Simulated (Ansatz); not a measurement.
# CH4FGaGe: one species, many methods

An exercise on one series of results from a longer session: the logs are not shown, and one member is left open.

Method: functionals in def2-TZVPP, the program's frozen cores in correlated methods; program: Ansatz 0.2.0, Gaussian basis.

Plan: PBE-D4, r2SCAN-D4, PBE0-D4, B3LYP-D4, ωB97X-V, ωB97M-V, B2PLYP; CCSD(T)/def2-TZVPP; MP2/def2-QZVPP; extrapolation to the limit.

## Structure used throughout

An earlier PBE0-D4 in a triple-zeta def2 set relaxation fixed the geometry.

SMILES `[F][GeH]1[CH2][GaH]1`, 8 atoms, charge 0, spin multiplicity 1.

Atoms are counted from 1 here; the program's logs count them from 0.

Bond lengths: F1–Ge2 1.753 Å, Ge2–C3 1.992 Å, Ge2–Ga4 2.385 Å, Ge2–H5 1.542 Å, C3–Ga4 1.994 Å, C3–H6 1.097 Å, C3–H7 1.089 Å, Ga4–H8 1.555 Å. Angles: F1–Ge2–C3 110.7°, F1–Ge2–Ga4 123.7°, F1–Ge2–H5 105.9°, C3–Ge2–Ga4 53.3°, C3–Ge2–H5 116.7°, Ga4–Ge2–H5 130.0°, Ge2–C3–Ga4 73.5°, Ge2–C3–H6 111.3°, Ge2–C3–H7 122.6°, Ga4–C3–H6 108.5°, Ga4–C3–H7 126.6°, H6–C3–H7 109.8°, Ge2–Ga4–C3 53.2°, Ge2–Ga4–H8 161.5°, C3–Ga4–H8 145.3°.

Set-up of the first run:

File in.yaml:

```yaml
crystal:
  periodic: [false, false, false]
  atoms:
    - {symbol: F, position_ang: [-1.843025, 1.670752, -0.135098]}
    - {symbol: Ge, position_ang: [-0.681131, 0.540605, -0.803330]}
    - {symbol: C, position_ang: [0.797694, 0.203568, 0.487497]}
    - {symbol: Ga, position_ang: [-0.124514, -1.542964, 0.215128]}
    - {symbol: H, position_ang: [-0.281461, 1.108408, -2.180251]}
    - {symbol: H, position_ang: [0.546351, 0.578193, 1.486955]}
    - {symbol: H, position_ang: [1.838363, 0.430448, 0.259644]}
    - {symbol: H, position_ang: [-0.160278, -3.046109, 0.613656]}
basis:
  gaussian: {orbitals: def2-TZVPP}
hamiltonian: {xc: pbe, dispersion: d4}
output: {forces: true, orbitals: {seedname: orbitals}}
```

Run with:

```sh
> ansatz run in.yaml --threads 4 --pin off --events-out ev --progress --plain --max-ram 10444MiB
```

Steps of the session up to this table: PBE-D4 (GGA); r2SCAN-D4 (meta-GGA); PBE0-D4 (hybrid); B3LYP-D4 (hybrid); ωB97X-V (range-separated); ωB97M-V (range-separated); B2PLYP (double hybrid); CCSD(T) in def2-TZVPP; MP2 in def2-QZVPP.

One of the session's tables, all rows but one given; the rest of the session is left out.

| method | atomisation energy (kJ/mol) |
| --- | --- |
| PBE-D4 | 2418.8 |
| r2SCAN-D4 | 2404.7 |
| PBE0-D4 | 2373.3 |
| B3LYP-D4 | 2352.3 |
| ωB97X-V | 2397.0 |
| ωB97M-V | ? |
| B2PLYP | 2345.5 |
| HF/def2-TZVPP | 1662.4 |
| MP2/def2-TZVPP | 2386.4 |
| CCSD/def2-TZVPP | 2303.3 |
| CCSD(T)/def2-TZVPP | 2348.0 |
| MP2/CBS | 2435.5 |
| CCSD(T)/CBS | 2397.1 |

**Question.** Estimate the row for ωB97M-V.

As computed: atomisation energy (kJ/mol): 2367.1. In the column «atomisation energy (kJ/mol)» it lies between B3LYP-D4 (2352.3) and PBE0-D4 (2373.3).

To keep in mind: Free atoms (1 F, 1 Ge, 1 C, 1 Ga, 4 H) were run apart at each level; the atomisation energy is their sum less the molecule, without zero-point or spin-orbit terms.
